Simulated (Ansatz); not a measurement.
# K+ with CH4S: structure and interaction energy

How do K+ and CH4S sit together, how strongly do they interact, and which methods get it right?

Method: PBE0-D4 structure, single points in def2-TZVPPD; program: Ansatz 0.2.0, Gaussian basis.

Levels: PBE-D4, revPBE-D4, BLYP-D4, r2SCAN-D4, B97M-V, PBE0-D4, B3LYP-D4, HSE06-D4, wB97X-V, wB97M-V, B2PLYP, Hartree-Fock, MP2, CCSD, CCSD(T). The reference is CCSD(T) extrapolated to the basis limit. For elements past Ar these valence bases correlate outer-core shells poorly and lack relativity, so that limit is rough.

Cores are frozen in the correlated methods. The outer core shell of Li, Na, Mg and K is correlated. B3LYP uses VWN-RPA correlation. B2PLYP carries no dispersion term here.

25 further runs of the same task are left out: 25 set aside as unsound or not needed.

### 1 Where the work starts

The pair, from a GFN2-xTB docking trial: 7 atoms, charge 1, spin multiplicity 1.

Atoms are counted from 1 here; the program's logs count them from 0.

Bond lengths: C2–S3 1.818 Å, C2–H4 1.084 Å, C2–H5 1.087 Å, C2–H6 1.082 Å, S3–H7 1.335 Å. Angles: S3–C2–H4 108.5°, S3–C2–H5 106.9°, S3–C2–H6 110.4°, H4–C2–H5 109.8°, H4–C2–H6 110.8°, H5–C2–H6 110.4°, C2–S3–H7 96.9°.

Geometry (Å):

```xyz
7
CH4KS
K    -0.0111    0.0183   -3.9484
C     0.4428   -0.0592    0.9039
S    -0.6856    0.7036   -0.2997
H    -0.0955   -0.2084    1.8330
H     1.2584    0.6417    1.0599
H     0.8202   -0.9991    0.5229
H    -1.7292   -0.0968   -0.0717
```

Atoms 1 to 1 are fragment A (K+), the rest fragment B (CH4S).

### 2 A first relaxation in a small basis

Input file pre/in.yaml:

```yaml
crystal:
  periodic: [false, false, false]
  atoms:
    - {symbol: K, position_ang: [-0.011100, 0.018300, -3.948400]}
    - {symbol: C, position_ang: [0.442800, -0.059200, 0.903900]}
    - {symbol: S, position_ang: [-0.685600, 0.703600, -0.299700]}
    - {symbol: H, position_ang: [-0.095500, -0.208400, 1.833000]}
    - {symbol: H, position_ang: [1.258400, 0.641700, 1.059900]}
    - {symbol: H, position_ang: [0.820200, -0.999100, 0.522900]}
    - {symbol: H, position_ang: [-1.729200, -0.096800, -0.071700]}
basis:
  gaussian: {orbitals: def2-SVP}
total_charge: 1
hamiltonian: {xc: pbe, dispersion: d4}
relax: {f_tol: 0.03, max_steps: 250}
```

No record of the launch command was kept for these runs.

After this run come: Relaxation at PBE0-D4; CCSD(T)/def2-TZVPPD; MP2/def2-QZVPPD; Vibrations of the pair.

What does the calculation give? Wanted: interaction energy, CCSD(T)/CBS; of it Hartree-Fock; D4 term of PBE0-D4; shortest contact; lowest wavenumber.

The runs gave:

| quantity | value |
| --- | --- |
| interaction energy, CCSD(T)/CBS | -13.53 kcal/mol |
| of it Hartree-Fock (basis limit) | -12.03 kcal/mol |
| D4 term of PBE0-D4 | -0.65 kcal/mol |
| shortest contact | K1–S3 3.20 Å |
| lowest wavenumber | 67 cm⁻¹ |

In words: The pair is bound by 13.53 kcal/mol at fixed fragment shapes. Hartree-Fock gives 89 % of it, so electrostatics, induction and charge transfer lead. The functionals run from wB97M-V, off by +0.06 kcal/mol, to PBE-D4, off by -0.76 kcal/mol, against CCSD(T)/CBS. By rung, the mean size of the error is: GGA 0.40, meta-GGA 0.14, hybrid 0.55, screened hybrid 0.61, range-separated hybrid 0.10, double hybrid 0.60 kcal/mol. PBE-D4 gives an interaction energy 0.76 kcal/mol too low, an error of 6 % of the reference. CCSD(T) moves by -1.08 kcal/mol from triple zeta to the limit; gaps between functionals far smaller than that don't rank them. A lower arrangement may exist.
